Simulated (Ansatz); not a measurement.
# Ba: pressure up to the limit of the methods

The task here is to estimate one member of a computed series from the others.

Method: DFT PBE, with the methods named in each step, in Ansatz 0.2.0.

**The starting structure**

Symmetry: Im-3m, No. 229, cubic system. The conventional cell has a = 5.025 Å, b = 5.025 Å, c = 5.025 Å, α = 90.00°, β = 90.00°, γ = 90.00°. Ba (site symmetry m-3m) has 8 Ba at 4.35 Å in its first shell of neighbours.

As a file:

```xyz
1
Lattice="-2.5125 2.5125 2.5125 2.5125 -2.5125 2.5125 2.5125 2.5125 -2.5125" Properties=species:S:1:pos:R:3 pbc="T T T"
Ba    0.0000    0.0000    0.0000
```

Whether this phase is the stable one at these pressures isn't tested.

The first run:

The input, input.yaml:

```yaml
crystal:
  lattice:
    - [-2.5124974217, 2.5124974217, 2.5124974217]
    - [2.5124974217, -2.5124974217, 2.5124974217]
    - [2.5124974217, 2.5124974217, -2.5124974217]
  atoms:
    - { symbol: Ba, position: [0.0, 0.0, 0.0] }
kpoints:
  mp_grid: { grid: [11, 11, 11] }
scf:
  occupations: { method: fermi_dirac, width: 0.08 }
hamiltonian:
  xc: pbe
  pseudopotentials: { kind: paw }
output:
  forces: true
  stress: true
relax:
  f_tol: 0.005
  max_steps: 40
  cell: {}
```

On the command line:

```
$ ansatz run input.yaml --threads 1 --pin off --max-ram 2048MiB --backend cpu --events-out ev --progress --plain --runs-dir out
```

Steps of the session up to this table: Cell relaxed at zero pressure, PAW; Volume scaled by 1, PAW; Volume scaled by 1, PAW (cutoff 300 eV); Volume scaled by 0.92, PAW; Volume scaled by 0.84, PAW; Volume scaled by 0.76, PAW; Volume scaled by 0.68, PAW; Volume scaled by 0.6, PAW; Volume scaled by 0.52, PAW; Volume scaled by 0.45, PAW; Volume scaled by 0.45, PAW (core large).

One table of the session follows, with a row left open; its other results are not shown here.

 The rows PAW, 0.45 and PAW (core large), 0.45 agree to the last digit and may rest on the same set-up.

```
             method  volume over the first  volume (Å³/atom)  pressure (GPa)
                PAW                      1            63.442           -0.01
                PAW                   0.92                 ?               ?
                PAW                   0.84            53.291            1.90
                PAW                   0.76            48.216            3.44
                PAW                   0.68            43.141            5.57
                PAW                    0.6            38.065            8.43
                PAW                   0.52            32.990           13.20
                PAW                   0.45            28.549           19.96
   PAW (core large)                   0.45            28.549           19.96
PAW (cutoff 300 eV)                      1            63.442           -0.01
```

Estimate the missing values for PAW, 0.92.

As computed: volume (Å³/atom): 58.367; pressure (GPa): 0.80. In the column «volume (Å³/atom)» it lies between PAW, 0.84 (53.291) and PAW, 1 (63.442).

Limits of these values: Warnings in the runs' records: cutoff below recommended, datasets by core.
